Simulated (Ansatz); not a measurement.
# FH₂In, SMILES [F][InH2]: a relaxed scan of one distance

With the Ansatz DFT code, driven from Python.

Notebook, run cell by cell (the value of a cell's last expression is shown):

In [1]:
```python
import warnings

import ansatz as az
import numpy as np
```

In [2]:
```python
BASIS_SET = "def2-SVP"
FUNCTIONAL = "PBE0"
DISPERSION = "d3bj"
```

In [3]:
```python
warnings.simplefilter("ignore", az.DeckWarning)
```

In [4]:
```python
geometry = (
    az.Crystal.molecule()
    .atom("F", (-1.5933, -0.5967, 0.1364))
    .atom("In", (0.2137, 0.0253, 0.1488))
    .atom("H", (1.2743, -0.9416, 0.6889))
    .atom("H", (0.1609, 1.4528, -0.9944))
)
```

In [5]:
```python
calculation = (
    geometry.calculation()
    .basis(gaussian=BASIS_SET)
    .functional(FUNCTIONAL, dispersion=DISPERSION)
    .scf(lower_state_search="light")
)
symbols = [site.symbol for site in geometry.cartesian_sites]
pairs = [(0, 1), (1, 2), (1, 3)]
print("held (A)   E (eV)        ", "  ".join(f"{symbols[i]}{i}-{symbols[j]}{j}" for i, j in pairs))
for length in [1.41, 1.53, 1.66, 1.84, 2.07]:
    report = calculation.relax(constraints=[az.DistanceConstraint((1, 2), at=length)], force_tolerance=0.02, max_steps=60).run(threads=1).report
    xyz = np.array(report["positions_ang"])
    print(f"{length:6.2f} {report['free_energy_ev']:14.5f}  ", "  ".join(f"{np.linalg.norm(xyz[i] - xyz[j]):.3f}" for i, j in pairs))
```
```text
held (A)   E (eV)         F0-In1  In1-H2  In1-H3
  1.41    -7917.41367   1.978  1.410  1.711
  1.53    -7918.02100   1.975  1.530  1.712
  1.66    -7918.26924   1.971  1.660  1.712
  1.84    -7918.20418   1.967  1.840  1.715
  2.07    -7917.77789   1.963  2.070  1.717
```

Caveats:
- The settings weren't tested for convergence.
- The energies are electronic: no zero-point or thermal terms, and the basis set is short of its limit.
- def2 sets replace the cores of elements past krypton by effective core potentials.
- The script silences the warnings on its input, which a real study should read.
- Timing: 38 s on 1 thread of Arm Neoverse V1, on a shared host, peak memory 0.18 GiB.
